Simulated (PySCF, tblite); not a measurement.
# C7H7F: a rotation path, then NMR shifts on frames

How do NMR shifts of C7H7F (`C#CC#C[C@H](F)CC`) change as the atoms move?

Computed with tblite 0.8.0 and PySCF 2.14.0, with density-fitted response routines of our own, on a single molecule in the gas phase. Atoms count from 0, in the outputs and in this text.

## 1. Starting geometry

15 atoms, charge 0, multiplicity 1; geometry from: GFN2-xTB.

Bonds of the start (Å): C0–C1 1.20, C1–C2 1.36, C2–C3 1.21, C3–C4 1.45, C4–F5 1.39, C4–C6 1.53, C6–C7 1.52, C0–H8 1.05, C4–H9 1.10, C6–H10 1.09, C6–H11 1.09, C7–H12 1.09, C7–H13 1.09, C7–H14 1.09.

## 2. The rotation path with GFN2-xTB

Job settings and geometry (Å):

```
{"job": {"kind": "neb", "xc": "GFN2-xTB", "basis": "xTB", "atoms": [5, 4, 6, 7], "turn": 120}, "charge": 0, "multiplicity": 1}
C      4.663725    -0.542288     0.120727
C      3.501210    -0.236193     0.052416
C      2.187920     0.104601    -0.016943
C      1.018713     0.389336    -0.108543
C     -0.386139     0.738466    -0.156840
F     -0.620547     1.846882     0.647869
C     -1.263839    -0.423727     0.318381
C     -2.745709    -0.104856     0.165279
H      5.676502    -0.806493     0.177908
H     -0.663503     1.049197    -1.176182
H     -1.031369    -0.620983     1.367120
H     -0.999482    -1.308217    -0.264810
H     -2.994860     0.796761     0.720356
H     -3.000279     0.051166    -0.881308
H     -3.346757    -0.925664     0.548553
```

With the program's defaults for keys left out, this is: GFN2-xTB climbing-image nudged elastic band, gas phase.

On the command line:

```
$ OMP_NUM_THREADS=1 python probes_run.py task.json out
```

The driver reads the jobs from task.json and runs them one after another.

What it wrote:

```text
image   E - E0 / eV
  0       0.0000
  1       0.0122
  2       0.0400
  3       0.0667
  4       0.0761
  5       0.0621
  6       0.0321
  7       0.0021
  8      -0.0122
```

Run time: 2.2 s. Hardware: 1 thread of Intel Xeon Platinum 8488C, shared host; peak memory 0.18 GiB.

The final band, with the dihedral F5–C4–C6–C7:

| image | dihedral (°) | energy (eV) | energy (kcal/mol) |
| --- | --- | --- | --- |
| 0 | 63 | 0.000 | 0.0 |
| 1 | 77 | 0.012 | 0.3 |
| 2 | 90 | 0.040 | 0.9 |
| 3 | 104 | 0.067 | 1.5 |
| 4 | 118 | 0.076 | 1.8 |
| 5 | 132 | 0.062 | 1.4 |
| 6 | 146 | 0.032 | 0.7 |
| 7 | 160 | 0.002 | 0.0 |
| 8 | 173 | -0.012 | -0.3 |

## 3. NMR shieldings: image 0, PBE0/pcSseg-1

Job settings and geometry (Å):

```
{"job": {"kind": "nmr", "xc": "PBE0", "basis": "pcSseg-1", "pop": false}, "charge": 0, "multiplicity": 1}
C      4.663700    -0.542300     0.120700
C      3.501200    -0.236200     0.052400
C      2.187900     0.104600    -0.016900
C      1.018700     0.389300    -0.108500
C     -0.386100     0.738500    -0.156800
F     -0.620500     1.846900     0.647900
C     -1.263800    -0.423700     0.318400
C     -2.745700    -0.104900     0.165300
H      5.676500    -0.806500     0.177900
H     -0.663500     1.049200    -1.176200
H     -1.031400    -0.621000     1.367100
H     -0.999500    -1.308200    -0.264800
H     -2.994900     0.796800     0.720400
H     -3.000300     0.051200    -0.881300
H     -3.346800    -0.925700     0.548600
```

Method: GIAO PBE0/pcSseg-1 NMR shielding, non-relativistic, gas phase.

What it wrote:

```text
coarse grid: 13032 points
cycle   1  E = -370.0687154975  dE =  1.108e+00  |g| = 5.879e-01  |ddm| = 3.887e+00
cycle   2  E = -370.0357690189  dE =  3.295e-02  |g| = 7.632e-01  |ddm| = 1.609e+00
cycle   3  E = -370.1333577397  dE = -9.759e-02  |g| = 1.470e-01  |ddm| = 1.007e+00
cycle   4  E = -370.1369673160  dE = -3.610e-03  |g| = 7.546e-02  |ddm| = 1.845e-01
cycle   5  E = -370.1383512000  dE = -1.384e-03  |g| = 2.035e-02  |ddm| = 6.729e-02
cycle   6  E = -370.1384433368  dE = -9.214e-05  |g| = 4.622e-03  |ddm| = 2.244e-02
cycle   7  E = -370.1384476872  dE = -4.350e-06  |g| = 1.719e-03  |ddm| = 5.023e-03
final grid: 127664 points
cycle   8  E = -370.1965829969  dE = -3.580e-05  |g| = 8.554e-03  |ddm| = 9.137e-02
cycle   9  E = -370.1965626478  dE =  2.035e-05  |g| = 1.284e-02  |ddm| = 1.835e-02
cycle  10  E = -370.1965982522  dE = -3.560e-05  |g| = 2.898e-03  |ddm| = 1.114e-02
cycle  11  E = -370.1966003779  dE = -2.126e-06  |g| = 5.400e-04  |ddm| = 2.373e-03
cycle  12  E = -370.1966004341  dE = -5.619e-08  |g| = 1.461e-04  |ddm| = 5.792e-04
cycle  13  E = -370.1966004370  dE = -2.930e-09  |g| = 4.319e-05  |ddm| = 1.916e-04
cycle  14  E = -370.1966004374  dE = -3.764e-10  |g| = 1.475e-05  |ddm| = 7.119e-05
converged SCF energy = -370.1966004374

GIAO shielding tensors (ppm)
atom      isotropic    diamagn.    paramagn.     s11        s22        s33       span
  0 C      109.087     262.703    -153.616     31.540     38.221    257.500    225.960
  1 C      113.904     248.206    -134.302     23.991     25.437    292.284    268.293
  2 C      105.030     246.464    -141.435     35.082     41.484    238.524    203.442
  3 C      109.464     257.985    -148.521      3.380     14.020    310.990    307.610
  4 C      100.371     246.328    -145.958     69.036     90.383    141.693     72.658
  5 F      383.604     475.699     -92.094    364.340    377.007    409.466     45.126
  6 C      150.631     249.555     -98.924    135.142    147.241    169.510     34.368
  7 C      173.805     245.138     -71.333    159.751    173.898    187.765     28.014
  8 H       30.125      34.036      -3.911     24.994     25.013     40.367     15.373
  9 H       26.631      29.956      -3.325     24.104     26.195     29.593      5.489
 10 H       29.628      31.286      -1.658     25.435     29.994     33.456      8.021
 11 H       30.057      31.328      -1.270     24.932     30.565     34.674      9.742
 12 H       30.141      28.210       1.930     25.283     29.532     35.607     10.324
 13 H       30.824      28.366       2.458     26.550     28.630     37.293     10.743
 14 H       30.536      27.008       3.528     25.847     27.868     37.893     12.046
```

It took 18 s on 1 thread of Intel Xeon Platinum 8488C, shared host; peak memory 0.75 GiB.

The references, computed at this level on geometries of the same kind, shield at (ppm): ¹H TMS 31.72, ¹³C TMS 186.9, ¹⁹F CFCl3 170.9. Their shielding less the atom's gives the shift. The references are single molecules in the gas phase, so shifts against H2O, NH3, PH3, H3PO4 or CFCl3 are not on the usual liquid scales and can be off by tens of ppm. Each atom is listed at this fixed geometry, with no averaging over motion; a spectrum would average atoms that exchange fast.

```
atoms                                   environment  σ (ppm)  δ (ppm)
   C4                propargylic sp3 CH bonded to F    100.4     86.6
   C2                                 alkyne carbon    105.0     81.9
   C0                        terminal alkyne carbon    109.1     77.8
   C3                                 alkyne carbon    109.5     77.5
   C1                                 alkyne carbon    113.9     73.0
   C6                                       sp3 CH2    150.6     36.3
   C7                                 methyl carbon    173.8     13.1
   H9  hydrogen on a propargylic sp3 CH bonded to F    26.63     5.09
  H10                        hydrogen on an sp3 CH2    29.63     2.09
  H11                        hydrogen on an sp3 CH2    30.06     1.66
   H8          hydrogen on a terminal alkyne carbon    30.12     1.59
  H12                   hydrogen on a methyl carbon    30.14     1.58
  H14                   hydrogen on a methyl carbon    30.54     1.18
  H13                   hydrogen on a methyl carbon    30.82     0.89
   F5                     fluorine on an sp3 carbon    383.6   -212.7
```

## 4. Shielding tensors: image 2, PBE0/pcSseg-1

Job settings and geometry (Å):

```
{"job": {"kind": "nmr", "xc": "PBE0", "basis": "pcSseg-1", "pop": false}, "charge": 0, "multiplicity": 1}
C      4.601500    -0.631800    -0.116300
C      3.449300    -0.286100    -0.074300
C      2.150800     0.104900    -0.019800
C      0.999000     0.461400     0.015900
C     -0.391500     0.849600     0.098700
F     -0.529400     1.901800     0.996200
C     -1.283100    -0.321000     0.539700
C     -2.671600    -0.225100    -0.079700
H      5.604400    -0.931500    -0.149600
H     -0.725800     1.250900    -0.869600
H     -1.346800    -0.294400     1.629700
H     -0.809800    -1.261800     0.250600
H     -3.127100     0.733700     0.154700
H     -2.608000    -0.330000    -1.162000
H     -3.316400    -1.012800     0.300000
```

Method: GIAO PBE0/pcSseg-1 NMR shielding, non-relativistic, gas phase.

What it wrote:

```text
coarse grid: 13032 points
cycle   1  E = -370.0655804031  dE =  1.113e+00  |g| = 5.901e-01  |ddm| = 3.860e+00
cycle   2  E = -370.0323199878  dE =  3.326e-02  |g| = 7.664e-01  |ddm| = 1.571e+00
cycle   3  E = -370.1305515434  dE = -9.823e-02  |g| = 1.479e-01  |ddm| = 9.752e-01
cycle   4  E = -370.1342575092  dE = -3.706e-03  |g| = 7.545e-02  |ddm| = 1.881e-01
cycle   5  E = -370.1356417100  dE = -1.384e-03  |g| = 2.022e-02  |ddm| = 6.776e-02
cycle   6  E = -370.1357325753  dE = -9.087e-05  |g| = 4.661e-03  |ddm| = 2.289e-02
cycle   7  E = -370.1357370056  dE = -4.430e-06  |g| = 1.786e-03  |ddm| = 5.153e-03
final grid: 127664 points
cycle   8  E = -370.1932625316  dE = -3.841e-05  |g| = 8.728e-03  |ddm| = 1.003e-01
cycle   9  E = -370.1932413479  dE =  2.118e-05  |g| = 1.305e-02  |ddm| = 1.928e-02
cycle  10  E = -370.1932785907  dE = -3.724e-05  |g| = 2.987e-03  |ddm| = 1.136e-02
cycle  11  E = -370.1932808702  dE = -2.279e-06  |g| = 5.383e-04  |ddm| = 2.451e-03
cycle  12  E = -370.1932809262  dE = -5.598e-08  |g| = 1.530e-04  |ddm| = 6.420e-04
cycle  13  E = -370.1932809293  dE = -3.104e-09  |g| = 4.878e-05  |ddm| = 1.801e-04
cycle  14  E = -370.1932809297  dE = -4.480e-10  |g| = 2.077e-05  |ddm| = 8.065e-05
converged SCF energy = -370.1932809297

GIAO shielding tensors (ppm)
atom      isotropic    diamagn.    paramagn.     s11        s22        s33       span
  0 C      108.687     262.505    -153.818     31.733     38.300    256.028    224.295
  1 C      113.979     247.866    -133.888     23.994     25.420    292.523    268.529
  2 C      104.815     246.013    -141.198     34.750     44.204    235.490    200.740
  3 C      109.383     259.634    -150.251      0.718     15.367    312.062    311.344
  4 C       98.885     244.354    -145.469     68.897     89.410    138.347     69.450
  5 F      377.652     474.282     -96.630    337.814    389.625    405.517     67.703
  6 C      149.301     249.414    -100.113    128.220    146.086    173.595     45.375
  7 C      171.178     245.995     -74.817    154.633    172.865    186.035     31.402
  8 H       30.125      34.000      -3.874     25.025     25.044     40.306     15.281
  9 H       26.692      30.162      -3.470     24.699     26.531     28.847      4.148
 10 H       29.516      30.733      -1.217     25.869     29.403     33.275      7.406
 11 H       29.765      31.373      -1.608     24.615     30.852     33.829      9.214
 12 H       30.289      28.085       2.205     25.963     29.044     35.861      9.897
 13 H       30.654      29.107       1.547     26.438     28.930     36.594     10.156
 14 H       30.534      27.251       3.282     25.873     27.746     37.982     12.110
```

Run time: 18 s. Hardware: 1 thread of Intel Xeon Platinum 8488C, shared host; peak memory 0.8 GiB.

This run: δ C4 88.0, C2 82.1, C0 78.2, C3 77.5, H9 5.02, H10 2.20 ppm.

[end of part 1 of 2]
